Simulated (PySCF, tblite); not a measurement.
# C7H17B: geometry, infrared bands and NMR shifts

What infrared bands and NMR shifts should C7H17B (`BC(CC)(CC)CC`) show?

Computed with tblite 0.8.0 and PySCF 2.14.0, with density-fitted response routines of our own, on a single molecule in the gas phase. Atoms count from 0, in the outputs and in this text.

### Step 1. Starting geometry

25 atoms, charge 0, multiplicity 1; geometry from: force field or distance geometry start.

Bonds of the start (Å): B0–C1 1.61, C1–C2 1.58, C2–C3 1.53, C1–C4 1.57, C4–C5 1.54, C1–C6 1.56, C6–C7 1.53, B0–H8 1.18, B0–H9 1.18, C2–H10 1.11, C2–H11 1.11, C3–H12 1.12, C3–H13 1.10, C3–H14 1.10, C4–H15 1.12, C4–H16 1.10, C5–H17 1.11, C5–H18 1.11, C5–H19 1.11, C6–H20 1.11, C6–H21 1.11, C7–H22 1.11, C7–H23 1.10, C7–H24 1.11.

### Step 2. Geometry optimisation with GFN2-xTB

What the job is given:

```
{"job": {"kind": "relax", "xc": "GFN2-xTB", "basis": "xTB"}, "charge": 0, "multiplicity": 1}
B      0.839600     1.557100    -0.792300
C      0.171400     0.379700     0.087300
C      1.242400    -0.095300     1.152400
C      2.482400    -0.764000     0.563900
C     -1.044000     0.961200     0.885600
C     -2.233200     1.410800     0.009100
C     -0.246200    -0.781400    -0.865800
C     -0.882500    -1.987000    -0.164900
H      0.929400     1.456800    -1.964400
H      1.220300     2.542500    -0.263600
H      0.762700    -0.796400     1.870000
H      1.564000     0.780300     1.752500
H      3.208100    -0.945600     1.400600
H      2.975200    -0.135200    -0.196600
H      2.227100    -1.748300     0.132700
H     -0.712100     1.839700     1.492000
H     -1.418400     0.221100     1.614900
H     -2.728400     0.534500    -0.459400
H     -2.977800     1.924300     0.659700
H     -1.900400     2.126600    -0.768100
H     -0.963400    -0.401500    -1.622600
H      0.631800    -1.143400    -1.435900
H     -1.816000    -1.695800     0.367700
H     -0.193600    -2.468200     0.548800
H     -1.149100    -2.748400    -0.930700
```

The run is started by

```console
$ OMP_NUM_THREADS=1 python probes_run.py task.json out
```

One launch serves the whole session: the jobs run in the order shown.

**Question.** This job is followed by: GFN2-xTB harmonic vibrations, gas phase; GIAO PBE0/pcSseg-1 NMR shielding, non-relativistic, gas phase. Predict these results of the whole session: strongest single infrared mode (GFN2-xTB); zero-point energy (GFN2-xTB); ¹³C shifts against TMS (PBE0/pcSseg-1, means over atoms taken as alike); ¹H shifts against TMS (PBE0/pcSseg-1, means over atoms taken as alike); ¹¹B shifts against BF3·OEt2 (PBE0/pcSseg-1).

The runs gave:

| quantity | value |
| --- | --- |
| strongest single infrared mode (GFN2-xTB) | 2672 cm⁻¹, 132 km/mol |
| zero-point energy (GFN2-xTB) | 141.2 kcal/mol |
| ¹³C shifts against TMS (PBE0/pcSseg-1, means over atoms taken as alike) | 45.5, 30.9, 13.0 ppm |
| ¹H shifts against TMS (PBE0/pcSseg-1, means over atoms taken as alike) | 8.41, 1.81, 0.74 ppm |
| ¹¹B shifts against BF3·OEt2 (PBE0/pcSseg-1) | 102.0 ppm |

The optimisation took 69 steps and gained 0.205 eV; among the close pairs (by a distance rule), C1–C2 changed most, from 1.583 to 1.549 Å. No mode is imaginary among the 69: a minimum at this level. The strongest single mode, at 2672 cm⁻¹, moves mainly H8 and H9. Unscaled tight-binding wavenumbers are off by several per cent, some by more. Its intensities can rank the bands wrongly. At PBE0/pcSseg-1: The widest tensor belongs to B0: span 209 ppm, with a paramagnetic part of -199 ppm.
